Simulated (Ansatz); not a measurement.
# CH3BN2: the cost of one run

Program: Ansatz 0.2.0, driven from Python. Level of theory: MP2/def2-SVP. These are calculated values, not measurements.

## Step 1: The structure

Bond lengths: N1–C2 1.228 Å, C2–B3 1.481 Å, C2–N4 1.531 Å, B3–N4 1.536 Å, N1–H5 1.075 Å, B3–H6 1.194 Å, N4–H7 1.006 Å. Angles: N1–C2–B3 150.0°, N1–C2–N4 148.7°, B3–C2–N4 61.3°, C2–N1–H5 124.1°, C2–B3–N4 60.9°, C2–B3–H6 152.7°, N4–B3–H6 146.2°, C2–N4–B3 57.8°, C2–N4–H7 148.6°, B3–N4–H7 153.2°.

No structure file is read: the coordinates are typed or built in the script.

## Step 2: Script

deck_ch3bn2.py reads:

```python
# -*- coding: utf-8 -*-
import ansatz as az

DECK = """
crystal:
  periodic: [false, false, false]
  atoms:
    - { symbol: "N", position_ang: [-1.3787, 0.6081, -0.7579] }
    - { symbol: C, position_ang: [-0.4133, 0.1779, -0.1331] }
    - { symbol: B, position_ang: [0.2432, -0.1335, 1.1577] }
    - { symbol: "N", position_ang: [0.9926, -0.4274, -0.1507] }
    - { symbol: H, position_ang: [-1.4331, 0.6467, -1.8308] }
    - { symbol: H, position_ang: [0.2959, -0.1254, 2.351] }
    - { symbol: H, position_ang: [1.7546, -0.8144, -0.6819] }
basis:
  gaussian: { orbitals: def2-SVP }
correlation:
  method: mp2
"""

session = az.Session.from_yaml(DECK)
r = session.plan(threads=1).execute().report

print("reference energy %16.6f eV" % r["reference_energy_ev"])
print("total energy     %16.6f eV" % r["free_energy_ev"])
print("occupied orbitals outside the frozen core (up, down):", r["n_occupied"], " frozen:", r["n_frozen"], " virtual:", r["n_virtual"])
symbols = ["N", "C", "B", "N", "H", "H", "H"]
parts = r["correlation"]
for name in ("random_phase", "coupled_cluster", "perturbative"):
    if name in parts:
        print(f"{name:16s} {parts[name]['energy']['hartree']:12.7f} Ha")
if "second_order" in parts:
    pair = parts["second_order"]
    print(f"MP2 same spin {pair['same_spin']['hartree']:.7f} Ha, opposite spin {pair['opposite_spin']['hartree']:.7f} Ha")
```

## Step 3: Running it

The run is started by

```sh
$ python deck_ch3bn2.py
```

Q: Estimate wall time and peak memory on 1 thread of AMD EPYC, shared host.

About 2 s, with a peak of 0.16 GiB.
